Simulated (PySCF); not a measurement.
# CH11PSi3: magnetic properties

Computed with PySCF 2.14.0 and routines of our own; the level stands in each step. Atoms count from 0.

### Step 1. The starting structure

16 atoms, charge 0, multiplicity 1; geometry from: GFN2-xTB.

### Step 2. Geometry optimisation at PBE0-D3(BJ)/def2-SVP

What the job is given:

```
{"job": {"xc": "PBE0", "basis": "def2-SVP", "d3": "d3bj", "grid": 1, "kind": "geom"}, "charge": 0, "multiplicity": 1}
Si     2.173886    -1.218007    -0.080312
Si     1.294790     0.839840    -0.659641
C     -0.552848     0.703431    -1.143446
Si    -1.801313     0.781513     0.286078
P     -1.223938    -0.687597     1.879146
H      1.876648    -2.241562    -1.091779
H      1.669554    -1.734184     1.192853
H      3.635309    -1.172325     0.020745
H      1.972146     1.418576    -1.834369
H      1.405756     1.866256     0.386788
H     -0.701019    -0.223920    -1.699210
H     -0.801666     1.507566    -1.834936
H     -1.776603     2.098232     0.933884
H     -3.164562     0.547200    -0.219132
H     -2.456381    -0.659380     2.502365
H     -1.557358    -1.816696     1.152005
```

The run is started by

```bash
> OMP_NUM_THREADS=1 python excited_run.py task.json out
```

One launch serves the whole session: the jobs run in the order shown.

Q: Estimate the wall time and peak memory of this first job on 1 thread of Arm Neoverse V1, shared host.

About 32 s, with a peak of 0.61 GiB.
